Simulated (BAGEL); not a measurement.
**C2H7BO (SMILES CBOC): a chain of runs**

Wanted: a single-point energy (HF/def2-SVP), then the energy (NEVPT2(2,2)/def2-SVP), then the energy (CASPT2(2,2)/def2-SVP) of C2H7BO. 

The results are computed with BAGEL 1.2.2.

1 further run of the same task is left out (set aside as unsound or not needed).

## Step 1: Starting point

The species is C2H7BO (11 atoms), meant as a singlet with charge 0. SMILES: `CBOC`. The C4–H9 distance was set to 1.474 Å, away from the relaxed value.

Bond lengths: C1–B2 1.560 Å, B2–O3 1.348 Å, O3–C4 1.411 Å, C1–H5 1.091 Å, C1–H6 1.096 Å, C1–H7 1.096 Å, B2–H8 1.208 Å, C4–H10 1.094 Å, C4–H11 1.092 Å. Some angles: C1–B2–O3 119.6°, B2–O3–C4 122.3°, C1–B2–H8 122.0°, O3–B2–H8 118.4°, B2–C1–H5 113.4°, B2–C1–H6 110.3°, B2–C1–H7 110.1°, O3–C4–H10 111.4°, O3–C4–H11 109.1°, H5–C1–H6 108.8°. A long bond or contact: C4–H9 1.474 Å.

## Step 2: The energy at HF/def2-SVP (density fitting with svp-jkfit) (run 1)

The input, input.json:

```json
{ "bagel" : [

{
  "title" : "molecule",
  "basis" : "svp",
  "df_basis" : "svp-jkfit",
  "angstrom" : false,
  "geometry" : [
    { "atom" : "C", "xyz" : [    -2.46306903,     3.09314718,    -0.23021777 ] },
    { "atom" : "B", "xyz" : [    -0.81617271,     0.94830803,     0.94481393 ] },
    { "atom" : "O", "xyz" : [     1.18939362,     0.05295580,    -0.34454621 ] },
    { "atom" : "C", "xyz" : [     2.75370891,    -1.87947814,     0.61751336 ] },
    { "atom" : "H", "xyz" : [    -1.82018420,     3.68897783,    -2.09707821 ] },
    { "atom" : "H", "xyz" : [    -4.43821078,     2.48767893,    -0.36797881 ] },
    { "atom" : "H", "xyz" : [    -2.48102143,     4.74268912,     1.02191476 ] },
    { "atom" : "H", "xyz" : [    -1.27726589,     0.05087710,     2.99271013 ] },
    { "atom" : "H", "xyz" : [     2.73329987,    -4.03078582,    -1.15292191 ] },
    { "atom" : "H", "xyz" : [     2.11006819,    -2.51518201,     2.47605901 ] },
    { "atom" : "H", "xyz" : [     4.68576490,    -1.16988598,     0.76831351 ] }
  ]
},

{
  "title" : "hf"
},

{
  "title" : "print",
  "file" : "orbitals.molden",
  "orbitals" : true
}

]}
```

Command:

```console
BAGEL_NUM_THREADS=1 BAGEL input.json > input.out
```

The log of the run:

```text
* using 1 threads per process

  ===============================================================
  ===============================================================

  *** Geometry ***

  { "atom" : "C", "xyz" : [     -2.463069,      3.093147,     -0.230218 ] },
  { "atom" : "B", "xyz" : [     -0.816173,      0.948308,      0.944814 ] },
  { "atom" : "O", "xyz" : [      1.189394,      0.052956,     -0.344546 ] },
  { "atom" : "C", "xyz" : [      2.753709,     -1.879478,      0.617513 ] },
  { "atom" : "H", "xyz" : [     -1.820184,      3.688978,     -2.097078 ] },
  { "atom" : "H", "xyz" : [     -4.438211,      2.487679,     -0.367979 ] },
  { "atom" : "H", "xyz" : [     -2.481021,      4.742689,      1.021915 ] },
  { "atom" : "H", "xyz" : [     -1.277266,      0.050877,      2.992710 ] },
  { "atom" : "H", "xyz" : [      2.733300,     -4.030786,     -1.152922 ] },
  { "atom" : "H", "xyz" : [      2.110068,     -2.515182,      2.476059 ] },
  { "atom" : "H", "xyz" : [      4.685765,     -1.169886,      0.768314 ] },

  Number of auxiliary basis functions:      428

  Since a DF basis is specified, we compute 2- and 3-index integrals:
    o Being stored without compression. Storage requirement is 0.028 GB

  Number of basis functions:       91
  Number of electrons      :       32

    * METHOD: MOLECULE                             0.20

  *** RHF ***

  === Nuclear Repulsion ===
   113.2862539367

      * DIIS with orbital gradients will be used.

  === RHF iteration (svp) ===
      0       -179.02387692          0.01684822           0.05
      1       -179.16661783          0.00974884           0.05
      2       -179.21344760          0.00187395           0.05
      3       -179.21578876          0.00064981           0.04
      4       -179.21603376          0.00008782           0.04
      5       -179.21604163          0.00001874           0.05
      6       -179.21604205          0.00000619           0.04
      7       -179.21604208          0.00000130           0.05
      8       -179.21604209          0.00000045           0.05
      9       -179.21604209          0.00000012           0.04
     10       -179.21604209          0.00000003           0.04
     11       -179.21604209          0.00000001           0.04
     12       -179.21604209          0.00000000           0.05
    * SCF iteration converged.

    * Permanent dipole moment:
           (   -0.174724,     0.173353,    -0.383785) a.u.

    * METHOD: HF                                   0.73

    * METHOD: PRINT                                0.02

  ===============================================================
```

Run time: 1.1 s. Hardware: 1 thread of Arm Neoverse V1, shared host; peak memory 0.15 GiB.

## Step 3: A single-point energy at NEVPT2(2,2)/def2-SVP (density fitting with svp-jkfit) (run 2)

The input, input.json:

```json
{ "bagel" : [

{
  "title" : "molecule",
  "basis" : "svp",
  "df_basis" : "svp-jkfit",
  "angstrom" : false,
  "geometry" : [
    { "atom" : "C", "xyz" : [ -2.46306903,  3.09314718, -0.23021777 ] },
    { "atom" : "B", "xyz" : [ -0.81617271,  0.94830803,  0.94481393 ] },
    { "atom" : "O", "xyz" : [  1.18939362,  0.05295580, -0.34454621 ] },
    { "atom" : "C", "xyz" : [  2.75370891, -1.87947814,  0.61751336 ] },
    { "atom" : "H", "xyz" : [ -1.82018420,  3.68897783, -2.09707821 ] },
    { "atom" : "H", "xyz" : [ -4.43821078,  2.48767893, -0.36797881 ] },
    { "atom" : "H", "xyz" : [ -2.48102143,  4.74268912,  1.02191476 ] },
    { "atom" : "H", "xyz" : [ -1.27726589,  0.05087710,  2.99271013 ] },
    { "atom" : "H", "xyz" : [  2.73329987, -4.03078582, -1.15292191 ] },
    { "atom" : "H", "xyz" : [  2.11006819, -2.51518201,  2.47605901 ] },
    { "atom" : "H", "xyz" : [  4.68576490, -1.16988598,  0.76831351 ] }
  ]
},
{ "title" : "hf" },
{ "title" : "nevpt2", "nstate" : 1, "nact" : 2, "nclosed" : 15, "active" : [16, 18], "maxiter" : 200, "natocc" : true, "ncore" : 4 },
{ "title" : "print", "file" : "orbitals.molden", "orbitals" : true }

]}
```

Command:

```console
BAGEL_NUM_THREADS=1 BAGEL input.json > input.out
```

The log of the run:

```text
* using 1 threads per process

  ===============================================================
  ===============================================================

  *** Geometry ***

  { "atom" : "C", "xyz" : [     -2.463069,      3.093147,     -0.230218 ] },
  { "atom" : "B", "xyz" : [     -0.816173,      0.948308,      0.944814 ] },
  { "atom" : "O", "xyz" : [      1.189394,      0.052956,     -0.344546 ] },
[... 7 lines of this table left out ...]
  { "atom" : "H", "xyz" : [      4.685765,     -1.169886,      0.768314 ] },

  Number of auxiliary basis functions:      428

  Since a DF basis is specified, we compute 2- and 3-index integrals:
    o Being stored without compression. Storage requirement is 0.028 GB

  Number of basis functions:       91
  Number of electrons      :       32

    * METHOD: MOLECULE                             0.20

  *** RHF ***

  === Nuclear Repulsion ===
   113.2862539367

      * DIIS with orbital gradients will be used.

  === RHF iteration (svp) ===
      0       -179.02387692          0.01684822           0.05
      1       -179.16661783          0.00974884           0.04
      2       -179.21344760          0.00187395           0.04
[... 9 lines of this table left out ...]
     12       -179.21604209          0.00000000           0.05
    * SCF iteration converged.

    * Permanent dipole moment:
           (   -0.174724,     0.173353,    -0.383785) a.u.

    * METHOD: HF                                   0.72

    * freezing 4 orbitals
  ---------------------------
      CASSCF calculation
  ---------------------------

    ==== Active orbitals : =====
         Orbital 16
         Orbital 18
    ============================

    * nstate   :      1
    * nclosed  :     15
    * nact     :      2
    * nvirt    :     74
  === CASSCF iteration (svp) ===

    * Using the second-order algorithm

      0  0      -179.21748048     3.20e-04      0.02

      1  0      -179.24087668     1.96e-03      0.22
[... 17 lines of this table left out ...]
     10  0      -179.24451952     4.23e-09      0.20

    * Second-order optimization converged. *

     guess   0:   closed 1.                   open ..

  === FCI iteration ===

      0  0      -179.21519251     8.50e-02      0.00
      1  0      -179.24450867     1.34e-03      0.00
      2  0 *    -179.24451952     7.04e-16      0.00

     * ci vector, state   0, <S^2> = 0.0000
       2.     0.9854474997
       .2    -0.1699800736

  === DF-NEVPT2 calculation ===

    * 3-index integral transformation done
    * assembly done

      NEVPT2 correlation energy:   -0.5378595206      0.24

          (+0)     -0.4876055670
          (+0)'    -0.0137656686
          (+1)     -0.0073559357
          (+1)'    -0.0000000000
          (+2)     -0.0002452773
          (-1)     -0.0221480103
          (-1)'     0.0000000000
          (-2)     -0.0067390618

      NEVPT2 total energy:       -179.7823790360

    * METHOD: NEVPT2                               3.01

    * METHOD: PRINT                                0.02

  ===============================================================
```

Wall time 4.2 s (1 thread of Arm Neoverse V1, shared host); peak memory 0.15 GiB.

## Step 4: The energy at CASPT2(2,2)/def2-SVP (density fitting with svp-jkfit) (run 3)

The input, caspt2.json:

```json
{ "bagel" : [

{
  "title" : "molecule",
  "basis" : "svp",
  "df_basis" : "svp-jkfit",
  "angstrom" : false,
  "geometry" : [
    { "atom" : "C", "xyz" : [ -2.46306903,  3.09314718, -0.23021777 ] },
    { "atom" : "B", "xyz" : [ -0.81617271,  0.94830803,  0.94481393 ] },
    { "atom" : "O", "xyz" : [  1.18939362,  0.05295580, -0.34454621 ] },
    { "atom" : "C", "xyz" : [  2.75370891, -1.87947814,  0.61751336 ] },
    { "atom" : "H", "xyz" : [ -1.82018420,  3.68897783, -2.09707821 ] },
    { "atom" : "H", "xyz" : [ -4.43821078,  2.48767893, -0.36797881 ] },
    { "atom" : "H", "xyz" : [ -2.48102143,  4.74268912,  1.02191476 ] },
    { "atom" : "H", "xyz" : [ -1.27726589,  0.05087710,  2.99271013 ] },
    { "atom" : "H", "xyz" : [  2.73329987, -4.03078582, -1.15292191 ] },
    { "atom" : "H", "xyz" : [  2.11006819, -2.51518201,  2.47605901 ] },
    { "atom" : "H", "xyz" : [  4.68576490, -1.16988598,  0.76831351 ] }
  ]
},
{
  "title" : "hf"
},
{
  "title" : "casscf",
  "nstate" : 1,
  "nact" : 2,
  "nclosed" : 15,
  "active" : [16, 18],
  "maxiter" : 200,
  "natocc" : true
},
{
  "title" : "print",
  "file" : "orbitals.molden",
  "orbitals" : true
},
{
  "title" : "smith",
  "method" : "caspt2",
  "ms" : true,
  "xms" : true,
  "sssr" : true,
  "shift" : 0.2,
  "shift_imag" : true,
  "ncore" : 4
}

]}
```

Command:

```console
BAGEL_NUM_THREADS=1 BAGEL caspt2.json > caspt2.out
```

The log of the run:

```text
* using 1 threads per process

  ===============================================================
  ===============================================================

  *** Geometry ***

  { "atom" : "C", "xyz" : [     -2.463069,      3.093147,     -0.230218 ] },
  { "atom" : "B", "xyz" : [     -0.816173,      0.948308,      0.944814 ] },
  { "atom" : "O", "xyz" : [      1.189394,      0.052956,     -0.344546 ] },
[... 7 lines of this table left out ...]
  { "atom" : "H", "xyz" : [      4.685765,     -1.169886,      0.768314 ] },

  Number of auxiliary basis functions:      428

  Since a DF basis is specified, we compute 2- and 3-index integrals:
    o Being stored without compression. Storage requirement is 0.028 GB

  Number of basis functions:       91
  Number of electrons      :       32

    * METHOD: MOLECULE                             0.20

  *** RHF ***

  === Nuclear Repulsion ===
   113.2862539367

      * DIIS with orbital gradients will be used.

[... 6 lines left out ...]
    * SCF iteration converged.
[... 1 line left out ...]
    * Permanent dipole moment:
[... 27 lines left out ...]
    * Second-order optimization converged. *
[... 9 lines left out ...]
     * ci vector, state   0, <S^2> = 0.0000
[... 16 lines left out ...]
    * Zeroth order energy : state  0       -0.9261860608
[... 3 lines left out ...]
      -------------------------------------------  CASPT2 iteration  ---------------------------------------------------
       #      aibj      arbs      arbi      airj      risj      airs      arst      rist         Etot      error   time
      ------------------------------------------------------------------------------------------------------------------

       0  -0.48634  -0.00810  -0.02296  -0.00776  -0.00035  -0.01225   0.00000  -0.00000   -0.5377632  0.0011057   0.13
       1  -0.48647  -0.00815  -0.02303  -0.00787  -0.00037  -0.01249  -0.00000  -0.00000   -0.5383733  0.0001706   0.11
       2  -0.48648  -0.00815  -0.02302  -0.00787  -0.00037  -0.01249  -0.00000  -0.00000   -0.5383901  0.0000339   0.11
       3  -0.48648  -0.00815  -0.02302  -0.00787  -0.00037  -0.01250  -0.00000  -0.00000   -0.5383906  0.0000071   0.12
       4  -0.48648  -0.00815  -0.02302  -0.00787  -0.00037  -0.01250  -0.00000  -0.00000   -0.5383907  0.0000014   0.12
       5  -0.48648  -0.00815  -0.02302  -0.00787  -0.00037  -0.01250  -0.00000  -0.00000   -0.5383907  0.0000002   0.12

      ------------------------------------------------------------------------------------------------------------------

    * CASPT2 energy : state  0     -179.7853197875
        w/o shift correction       -179.7829101934
        reference weight              0.8566356150

    * METHOD: SMITH                                0.94

  ===============================================================
```

Run time: 4.8 s. Hardware: 1 thread of Arm Neoverse V1, shared host; peak memory 0.23 GiB.

## Step 5: Outcome

| quantity | value |
| --- | --- |
| run 1, HF/def2-SVP: total energy | -179.21604 Eh |
| run 1, HF/def2-SVP: dipole moment | 1.16 D |
| run 1, HF/def2-SVP: HOMO energy | -11.85 eV |
| run 1, HF/def2-SVP: LUMO energy | 3.95 eV |
| run 1, HF/def2-SVP: HOMO–LUMO gap | 15.80 eV |
| run 2, NEVPT2(2,2)/def2-SVP: total energy | -179.78238 Eh |
| run 3, CASPT2(2,2)/def2-SVP: total energy | -179.78532 Eh |
